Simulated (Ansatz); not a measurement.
# FGaH4: the cost of one run

Program: Ansatz 0.2.0. Level of theory: RKS PBE/def2-SVP. These are calculated values, not measurements.

## Step 1: The structure to begin with

Bond lengths: Ga1–H3 1.570 Å, Ga1–H4 1.570 Å, Ga1–F5 2.000 Å. Angles: H3–Ga1–H4 120.0°, H3–Ga1–F5 97.0°, H4–Ga1–F5 101.2°.

Coordinates:

```xyz
6

Ga    0.0000    0.0000    0.0000
H     0.0000    0.0000    1.9200
H     1.3596    0.0000   -0.7850
H    -1.3596    0.0000   -0.7850
F     0.0836   -1.8961    0.6306
H     0.0448   -1.0158    1.7717
```

## Step 2: Pulling towards end A

Springs on the bonds that form and break draw the guess towards this end; the thresholds are loose.

input.yaml reads:

```yaml
crystal:
  periodic: [false, false, false]
  atoms:
    - { symbol: Ga, position_ang: [0.0, 0.0, 0.0] }
    - { symbol: H, position_ang: [0.0, 0.0, 1.92] }
    - { symbol: H, position_ang: [1.3596, 0.0, -0.785] }
    - { symbol: H, position_ang: [-1.3596, 0.0, -0.785] }
    - { symbol: F, position_ang: [0.0836, -1.8961, 0.6306] }
    - { symbol: H, position_ang: [0.0448, -1.0158, 1.7717] }
basis:
  gaussian: { orbitals: def2-SVP }
hamiltonian:
  xc: pbe
relax:
  f_tol: 0.15
  max_steps: 25
  restrain:
    - { distance: [0, 4], at: 2.9, k: 30.0 }
    - { distance: [5, 1], at: 1.86, k: 30.0 }
    - { distance: [0, 1], at: 1.57, k: 30.0 }
    - { distance: [5, 4], at: 0.92, k: 30.0 }
output:
  orbitals: {}
```

Launch:

```console
ansatz run input.yaml --threads 1 --pin off --max-ram 2048MiB --backend cpu --events-out ev --progress --plain --runs-dir out
```

**Question.** How long does this run take on 1 thread of Arm Neoverse V1, shared host, and how much memory does it need?

About 11 s, with a peak of 0.11 GiB.
